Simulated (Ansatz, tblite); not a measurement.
# The cluster Ga₄H₄O₈: one state, many levels

One table from this session's results is given with a row withheld; the runs are named, their logs left out.

Method: as each input shows; program: Ansatz 0.2.0, Gaussian basis.

The runs, in order: GFN1-xTB, GFN2-xTB, PBE-D4/def2-TZVP, r2SCAN-D4/def2-TZVP, PBE-D4/def2-SVP, PBE0-D4/def2-SVP, HF/STO-3G, HF/6-31G, B3LYP-D4/6-31G, MP2/def2-SVP, RPA/def2-SVP.

3 further runs of the same task are left out: 3 that didn't finish. Runs told in other sessions of the task aren't counted.

## The relaxed structure

The geometry is that of the singlet, from an earlier relaxation (PBE-D4/def2-SVP). At that level it is the lowest of the isomers that a small search found.

16 atoms, charge 0, spin multiplicity 1.

Bond lengths: Ga1–O6 1.964 Å, Ga1–O7 1.964 Å, Ga1–O9 1.807 Å, Ga1–O12 1.805 Å, Ga2–O11 1.810 Å, Ga2–O12 1.811 Å, Ga2–H15 1.553 Å, Ga3–O5 1.789 Å, Ga3–O9 1.813 Å, Ga3–O11 1.798 Å, Ga4–O6 1.922 Å, Ga4–O7 1.921 Å, Ga4–O8 1.815 Å, Ga4–O10 1.815 Å, O5–H14 0.976 Å, O6–H13 0.975 Å, O7–H16 0.974 Å. Angles: O6–Ga1–O7 79.3°, O6–Ga1–O9 115.0°, O6–Ga1–O12 108.2°, O7–Ga1–O9 108.2°, O7–Ga1–O12 115.2°, O9–Ga1–O12 122.9°, O11–Ga2–O12 115.5°, O11–Ga2–H15 122.1°, O12–Ga2–H15 122.4°, O5–Ga3–O9 120.1°, O5–Ga3–O11 120.1°, O9–Ga3–O11 119.7°, O6–Ga4–O7 81.4°, O6–Ga4–O8 131.4°, O6–Ga4–O10 133.8°, O7–Ga4–O8 133.9°, O7–Ga4–O10 131.1°, O8–Ga4–O10 53.9° and more.

PBE0-D4/def2-TZVP was run before; its log isn't repeated, and its numbers join the tables.

Set-up of the first run:

Tight binding, by tblite at 300 K electronic temperature and without a spin-polarisation term:

```python
tblite.interface.Calculator('GFN1-xTB', numbers, positions, charge=0, uhf=0).singlepoint()
```

Tight binding, by tblite at 300 K electronic temperature and without a spin-polarisation term:

```python
tblite.interface.Calculator('GFN2-xTB', numbers, positions, charge=0, uhf=0).singlepoint()
```

start.molden holds the orbitals of an earlier run on this state, given as this run's starting guess.

The input, in.yaml:

```yaml
crystal:
  periodic: [false, false, false]
  atoms:
    - {symbol: Ga, position_ang: [-0.254157, 0.099371, -0.031829]}
    - {symbol: Ga, position_ang: [-0.964964, -2.525413, -1.612465]}
    - {symbol: Ga, position_ang: [1.928307, -2.052444, -0.355741]}
    - {symbol: Ga, position_ang: [-1.135873, 2.748720, 0.976298]}
    - {symbol: O, position_ang: [3.582226, -2.673453, -0.075145]}
    - {symbol: O, position_ang: [-1.172673, 0.902205, 1.506822]}
    - {symbol: O, position_ang: [-0.225128, 1.996296, -0.538271]}
    - {symbol: O, position_ang: [-2.352525, 4.080092, 1.180358]}
    - {symbol: O, position_ang: [1.445711, -0.426176, 0.283802]}
    - {symbol: O, position_ang: [-0.877990, 4.306869, 1.870378]}
    - {symbol: O, position_ang: [0.742824, -3.031382, -1.288683]}
    - {symbol: O, position_ang: [-1.444033, -0.917103, -0.930353]}
    - {symbol: H, position_ang: [-1.990067, 0.514682, 1.871177]}
    - {symbol: H, position_ang: [4.092866, -2.031138, 0.453667]}
    - {symbol: H, position_ang: [-1.951070, -3.414342, -2.418958]}
    - {symbol: H, position_ang: [0.576576, 2.423227, -0.891047]}
basis:
  gaussian: {orbitals: def2-TZVP, initial_orbitals: start.molden}
hamiltonian: {xc: pbe, dispersion: d4}
scf: {omitted_lower_state_checks: [starts]}
output: {orbitals: {seedname: orbitals}}
```

On the command line:

```console
$ ansatz run in.yaml --threads 4 --pin off --events-out ev --progress --plain --max-ram 6963MiB
```

Among the steps run: PBE-D4/def2-TZVP; r2SCAN-D4/def2-TZVP; PBE-D4/def2-SVP; PBE0-D4/def2-SVP; HF/STO-3G; HF/6-31G; B3LYP-D4/6-31G; MP2/def2-SVP; RPA/def2-SVP.

One table of the session follows, with a row left open; its other results are not shown here.

It belongs to the step «Binding energy». 

```
              level  binding an atom (eV)
           HF/6-31G                     ?
        HF/def2-SVP                 2.201
    PBE-D4/def2-SVP                 3.822
   PBE-D4/def2-TZVP                 3.789
r2SCAN-D4/def2-TZVP                 3.721
     B3LYP-D4/6-31G                 3.548
   PBE0-D4/def2-SVP                 3.620
  PBE0-D4/def2-TZVP                 3.603
       MP2/def2-SVP                 3.651
```

Q: Estimate the row for HF/6-31G from the others.

As computed: binding an atom (eV): 2.002. In the column «binding an atom (eV)» it is the lowest.

To keep in mind: Free atoms were run apart at each level; binding is atoms less cluster, divided by the number of atoms, without zero-point or spin-orbit terms.
